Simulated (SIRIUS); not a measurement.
Write the native input for SIRIUS 7.12.0 that does the following.

- Task: single point
- Functional: PBEsol
- Potentials or basis: PseudoDojo 0.4.1 PBEsol standard (scalar relativistic)
- Cutoff: 1152 eV
- Density cutoff: 4606 eV
- k mesh: 7 × 7 × 6
- Occupations: fermi-dirac, width 0.05 eV
- Spin: no spin polarisation
- Libxc names: ["XC_GGA_X_PBE_SOL", "XC_GGA_C_PBE_SOL"]
- Energy tol: 1e-08 Ha
- Density tol: 1e-06
- Mixer: anderson
- Mixing beta: 0.7
- Max scf: 100
- Radial cutoff for the potentials' integrals: 6.5 bohr

The system is SnO.

```
CELL_PARAMETERS angstrom
3.81370 0.00000 0.00000
0.00000 3.81370 0.00000
0.00000 0.00000 4.88691
ATOMIC_POSITIONS crystal
Sn 0.50000 0.00000 0.76463
Sn 0.00000 0.50000 0.23537
O 0.00000 0.00000 0.00000
O 0.50000 0.50000 0.00000
```

The cell is a database's computed one.

One way to write it, as run:

sirius.json

```json
{
  "control": {
    "processing_unit": "cpu",
    "verbosity": 2,
    "num_bands_to_print": 29,
    "print_forces": true,
    "print_stress": true
  },
  "parameters": {
    "electronic_structure_method": "pseudopotential",
    "xc_functionals": ["XC_GGA_X_PBE_SOL", "XC_GGA_C_PBE_SOL"],
    "gk_cutoff": 9.2,
    "pw_cutoff": 18.4,
    "ngridk": [7, 7, 6],
    "shiftk": [0, 0, 0],
    "smearing": "fermi_dirac",
    "smearing_width": 0.0018374661,
    "num_bands": 29,
    "num_mag_dims": 0,
    "num_dft_iter": 100,
    "energy_tol": 1e-08,
    "density_tol": 1e-06
  },
  "iterative_solver": {
    "type": "davidson",
    "min_tolerance": 1e-10
  },
  "mixer": {
    "type": "anderson",
    "beta": 0.7,
    "max_history": 8
  },
  "settings": {
    "tol_ne": 1e-10,
    "pseudo_grid_cutoff": 6.5
  },
  "unit_cell": {
    "lattice_vectors": [
      [7.206839488594, 0.0, 0.0],
      [0.0, 7.206839488594, 0.0],
      [0.0, 0.0, 9.234927731791]
    ],
    "atom_coordinate_units": "lattice",
    "atom_types": ["Sn", "O"],
    "atom_files": {
      "O": "O.json",
      "Sn": "Sn.json"
    },
    "atoms": {
      "Sn": [
        [0.5, 0.0, 0.76462614],
        [0.0, 0.5, 0.23537386]
      ],
      "O": [
        [0.0, 0.0, 0.0],
        [0.5, 0.5, 0.0]
      ]
    }
  }
}
```

Potentials or basis: PseudoDojo 0.4.1 PBEsol standard (scalar relativistic).

Command:

```sh
$ upf_to_json O.upf
$ upf_to_json Sn.upf
$ OMP_NUM_THREADS=1 sirius.scf --input=sirius.json --output=out.json --task=0
```

It gave:

The pressure is 0.0 GPa and the largest force is 0.159 eV/Å. The band gap on the k mesh is 0.35 eV.

Caveat: spin-orbit coupling is left out, which moves the levels of the heavy elements; an odd mesh through Γ misses points on the zone boundary, where band edges often lie.

Run time: 74 s on 1 thread of AMD EPYC 9R45 96-Core Processor (Zen 5), on a shared host, peak memory 0.72 GiB.
